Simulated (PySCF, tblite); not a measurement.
**C₅H₁₁FGe₂: geometry, infrared bands and NMR shifts**

What infrared bands and NMR shifts should C₅H₁₁FGe₂ (`C[C]1=C(CF)[CH2][GeH2][GeH2]1`) show?

The runs use tblite 0.8.0 and PySCF 2.14.0, with density-fitted response routines of our own; the level of theory stands in each step. All values are computed, except where a source is named. Atoms are numbered from 0 throughout.

## Step 1: Starting geometry

19 atoms, charge 0, multiplicity 1; geometry from: force field or distance geometry start.

Bonds of the start (Å): C0–C1 1.51, C1–C2 1.29, C2–C3 1.56, C3–F4 1.37, C2–C5 1.45, C5–Ge6 1.95, Ge6–Ge7 2.44, Ge7–C1 1.92, C0–H8 1.11, C0–H9 1.09, C0–H10 1.11, C3–H11 1.07, C3–H12 1.11, C5–H13 1.12, C5–H14 1.13, Ge6–H15 1.54, Ge6–H16 1.51, Ge7–H17 1.54, Ge7–H18 1.53.

## Step 2: Geometry optimisation with GFN2-xTB

The job: settings as JSON, then the geometry in Å.

```
{"job": {"kind": "relax", "xc": "GFN2-xTB", "basis": "xTB"}, "charge": 0, "multiplicity": 1}
C     -2.159200     0.536300     0.214900
C     -0.807000    -0.089500    -0.029900
C      0.266300     0.594200    -0.234400
C      0.170700     2.151000    -0.272800
F      0.973500     2.658200     0.715500
C      1.562400    -0.007200    -0.494500
Ge     1.745900    -1.648400     0.540500
Ge    -0.612000    -2.002700     0.042300
H     -2.074600     1.455000     0.839600
H     -2.738200     0.661700    -0.703700
H     -2.719400    -0.186500     0.850900
H     -0.828200     2.513300    -0.347400
H      0.678700     2.376700    -1.235200
H      1.702800    -0.206200    -1.585000
H      2.399400     0.657300    -0.134900
H      1.956100    -1.423100     2.049600
H      2.636800    -2.682800    -0.110500
H     -0.811100    -2.681700    -1.319900
H     -1.352600    -2.666200     1.207500
```

The run is started by

```sh
> OMP_NUM_THREADS=1 python probes_run.py task.json out
```

This one command runs all jobs of the session in turn.

**Question.** This job is followed by: GFN2-xTB harmonic vibrations, gas phase; GIAO PBE0/pcSseg-1 NMR shielding, non-relativistic, gas phase. Predict these results of the whole session: strongest single infrared mode (GFN2-xTB); zero-point energy (GFN2-xTB); 13C shifts against TMS (PBE0/pcSseg-1); 1H shifts against TMS (PBE0/pcSseg-1, means over atoms taken as alike); 19F shifts against CFCl3 (PBE0/pcSseg-1); 73Ge shifts against GeMe4 (PBE0/pcSseg-1); surface potential, 1st and 99th percentile.

**Answer**, as computed:

| quantity | value |
| --- | --- |
| strongest single infrared mode (GFN2-xTB) | 1984 cm⁻¹, 797 km/mol |
| zero-point energy (GFN2-xTB) | 84.1 kcal/mol |
| 13C shifts against TMS (PBE0/pcSseg-1) | 159.1, 135.8, 88.7, 24.4, 18.4 ppm |
| 1H shifts against TMS (PBE0/pcSseg-1, means over atoms taken as alike) | 5.35, 4.37, 3.81, 2.61, 1.90 ppm |
| 19F shifts against CFCl3 (PBE0/pcSseg-1) | -254.7 ppm |
| 73Ge shifts against GeMe4 (PBE0/pcSseg-1) | -192, -256 ppm |
| surface potential, 1st and 99th percentile | -0.96 V and 0.94 V |

In words: The optimisation took 162 steps and gained 0.865 eV; among the close pairs (by a distance rule), Ge6–Ge7 changed most, from 2.436 to 2.365 Å. No mode is imaginary among the 51: a minimum at this level. The strongest single mode, at 1984 cm⁻¹, moves mainly H16 and H15. Unscaled tight-binding wavenumbers are off by several per cent, some by more. Its intensities can rank the bands wrongly. The most deshielded hydrogen is H11, H12 (mean) (hydrogen on an allylic sp3 CH2 bonded to F), at 5.35 ppm: its carbon carries F, an electronegative neighbour. At PBE0/pcSseg-1: The largest span, 301 ppm, is at Ge7, where the paramagnetic term is -1233 ppm. Spin-orbit coupling is left out, which matters for shieldings and couplings at and beside the heavy atoms.
